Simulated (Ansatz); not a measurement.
# LuGe3O: the cost of one run

Method: DFT PBE, scalar-relativistic, plane waves, PAW, in Ansatz 0.2.0.

## (1) The system as given

It takes space group P4mm (No. 99, tetragonal). Conventional cell: a = 4.066 Å, b = 4.066 Å, c = 5.151 Å, α = 90.00°, β = 90.00°, γ = 90.00°. Lu (site symmetry 4mm) has 12 Ge at 2.93 to 3.28 Å and 4 O at 3.35 Å as nearest neighbours. Ge (site symmetry 2mm) has 2 O at 2.20 Å as nearest neighbours. Ge (site symmetry 4mm) has 1 O at 2.28 Å as nearest neighbours. O (site symmetry 4mm) has 5 Ge at 2.20 to 2.28 Å as nearest neighbours.

As a file:

```xyz
5
Lattice="4.0659 0.0000 0.0000 0.0000 4.0659 0.0000 0.0000 0.0000 5.1508" Properties=species:S:1:pos:R:3 pbc="T T T"
Lu    0.0000    0.0000    0.0000
Ge    0.0000    2.0329    2.5754
Ge    2.0329    0.0000    2.5754
Ge    2.0329    2.0329    0.5542
O     2.0329    2.0329    3.4253
```

The cell is invented: species swapped into a database cell of PrBPt3 (P4mm, No. 99), with Lu on the Pr sites, O on the B sites and Ge on the Pt sites. Lengths come from tabulated atomic sizes and are only a guess.

## (2) The guess as it stands, on a coarse mesh

The input, input.yaml:

```yaml
crystal:
  lattice:
    - [4.0658556, 0.0, 0.0]
    - [0.0, 4.0658556, 0.0]
    - [0.0, 0.0, 5.15076226]
  atoms:
    - { symbol: Lu, position: [0.0, 0.0, 0.0] }
    - { symbol: Ge, position: [0.0, 0.5, 0.5] }
    - { symbol: Ge, position: [0.5, 0.0, 0.5] }
    - { symbol: Ge, position: [0.5, 0.5, 0.1076] }
    - { symbol: O, position: [0.5, 0.5, 0.66500002] }
basis:
  ecutwfc: 420
kpoints:
  mp_grid: { grid: [4, 4, 4] }
hamiltonian:
  xc: pbe
scf:
  occupations: { method: gaussian, width: 0.1 }
  lower_state_search: "off"
output:
  forces: true
  stress: true
  eigenvalues: true
```

Command:

```console
$ ansatz run input.yaml --threads 1 --pin off --max-ram 2560MiB --backend cpu --events-out ev --progress --plain --runs-dir out
```

Q: Estimate wall time and peak memory on 1 thread of Arm Neoverse V1, shared host.

About 8.2 s, with a peak of 0.34 GiB.
